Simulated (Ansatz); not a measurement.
# CH6F2Si2: the cost of one run

Computed with Ansatz 0.2.0, Gaussian basis. Level: the settings change from run to run.

### Step 1. The relaxed structure

An earlier PBE0-D4 in a triple-zeta def2 set relaxation fixed the geometry.

SMILES `C[SiH2][SiH](F)F`, 11 atoms, charge 0, spin multiplicity 1.

Atoms are counted from 1 here; the program's logs count them from 0.

Bond lengths: C1–Si2 1.873 Å, C1–H6 1.092 Å, C1–H7 1.092 Å, C1–H8 1.092 Å, Si2–Si3 2.343 Å, Si2–H9 1.490 Å, Si2–H10 1.490 Å, Si3–F4 1.597 Å, Si3–F5 1.597 Å, Si3–H11 1.483 Å. Angles: Si2–C1–H6 110.6°, Si2–C1–H7 110.7°, Si2–C1–H8 110.6°, H6–C1–H7 108.3°, H6–C1–H8 108.2°, H7–C1–H8 108.3°, C1–Si2–Si3 110.8°, C1–Si2–H9 111.4°, C1–Si2–H10 111.4°, Si3–Si2–H9 107.7°, Si3–Si2–H10 107.7°, H9–Si2–H10 107.9°, Si2–Si3–F4 109.4°, Si2–Si3–F5 109.4°, Si2–Si3–H11 117.1°, F4–Si3–F5 106.4°, F4–Si3–H11 107.0°, F5–Si3–H11 107.0°.

### Step 2. wB97/cc-pVTZ

Options: high accuracy.

in.yaml

```yaml
crystal:
  periodic: [false, false, false]
  atoms:
    - {symbol: C, position_ang: [-1.072620, 1.156887, 0.698278]}
    - {symbol: Si, position_ang: [0.477113, 0.106322, 0.760530]}
    - {symbol: Si, position_ang: [0.689190, -1.177548, -1.188184]}
    - {symbol: F, position_ang: [-0.602940, -2.100494, -1.358259]}
    - {symbol: F, position_ang: [0.723281, -0.210980, -2.458983]}
    - {symbol: H, position_ang: [-1.959781, 0.527526, 0.604023]}
    - {symbol: H, position_ang: [-1.169825, 1.754041, 1.607273]}
    - {symbol: H, position_ang: [-1.042855, 1.835028, -0.156868]}
    - {symbol: H, position_ang: [0.451479, -0.830737, 1.918232]}
    - {symbol: H, position_ang: [1.699540, 0.948931, 0.881731]}
    - {symbol: H, position_ang: [1.872817, -2.065976, -1.287173]}
basis:
  gaussian: {orbitals: cc-pVTZ}
hamiltonian: {xc: {name: wB97}}
accuracy: high
output: {forces: true}
```

Started as:

```bash
> ansatz run in.yaml --threads 4 --pin off --events-out ev --progress --plain --max-ram 10444MiB
```

**Question.** How long does this run take on 4 threads of AMD EPYC 9R45, shared host, and how much memory does it need?

About 13 s, with a peak of 2 GiB.
